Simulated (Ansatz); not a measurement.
# Cs2FeBiO6: the cost of one run

Program: Ansatz 0.2.0. Level of theory: reference: DFT PBE, plane waves, PAW, scalar-relativistic, no spin polarisation. These are calculated values, not measurements.

## (1) The system as given

It takes space group Fm-3m (No. 225, cubic). Conventional cell: a = 8.493 Å, b = 8.493 Å, c = 8.493 Å, α = 90.00°, β = 90.00°, γ = 90.00°. Around Cs (site symmetry -43m) lie 12 O at 3.00 Å. Bi (site symmetry m-3m) is surrounded by 6 O at 2.06 Å. Fe (site symmetry m-3m) has 6 O at 2.19 Å as nearest neighbours. O (site symmetry 4mm) has 1 Bi at 2.06 Å and 1 Fe at 2.19 Å as nearest neighbours.

Coordinates:

```xyz
10
Lattice="0.0000 4.2463 4.2463 4.2463 0.0000 4.2463 4.2463 4.2463 0.0000" Properties=species:S:1:pos:R:3 pbc="T T T"
Cs    2.1232    2.1232    2.1232
Cs    6.3695    6.3695    6.3695
Bi    0.0000    0.0000    0.0000
Fe    4.2463    4.2463    4.2463
O     2.0552    4.2463    4.2463
O     4.2463    2.0552    4.2463
O     6.4375    4.2463    4.2463
O     4.2463    6.4375    4.2463
O     4.2463    4.2463    2.0552
O     4.2463    4.2463    6.4375
```

## (2) The reference run

input.yaml

```yaml
crystal:
  lattice:
    - [0.0, 4.246348, 4.246348]
    - [4.246348, 0.0, 4.246348]
    - [4.246348, 4.246348, 0.0]
  atoms:
    - { symbol: Cs, position: [0.25, 0.25, 0.25] }
    - { symbol: Cs, position: [0.75, 0.75, 0.75] }
    - { symbol: Bi, position: [0.0, 0.0, 0.0] }
    - { symbol: Fe, position: [0.5, 0.5, 0.5] }
    - { symbol: O, position: [0.758, 0.242, 0.242] }
    - { symbol: O, position: [0.242, 0.758, 0.242] }
    - { symbol: O, position: [0.242, 0.758, 0.758] }
    - { symbol: O, position: [0.758, 0.242, 0.758] }
    - { symbol: O, position: [0.242, 0.242, 0.758] }
    - { symbol: O, position: [0.758, 0.758, 0.242] }
  symmetry: { tolerance: 0.0003 }
kpoints:
  mp_grid: { grid: [4, 4, 4], shift: [0, 0, 0] }
magnetization:
  spin_polarized: false
scf:
  occupations: { method: cold, width: 0.0153 }
hamiltonian:
  pseudopotentials: { kind: paw }
  xc: pbe
total_charge: 1
basis:
  ecutwfc: 420
output:
  forces: true
  stress: true
  eigenvalues: true
```

The run is started by

```
$ ansatz run input.yaml --threads 1 --pin off --max-ram 2560MiB --backend cpu --events-out ev --progress --plain --runs-dir out
```

What time and memory should one allow on 1 thread of Intel Xeon Platinum 8488C (Sapphire Rapids), shared host?

About 4.7 s, with a peak of 0.54 GiB.
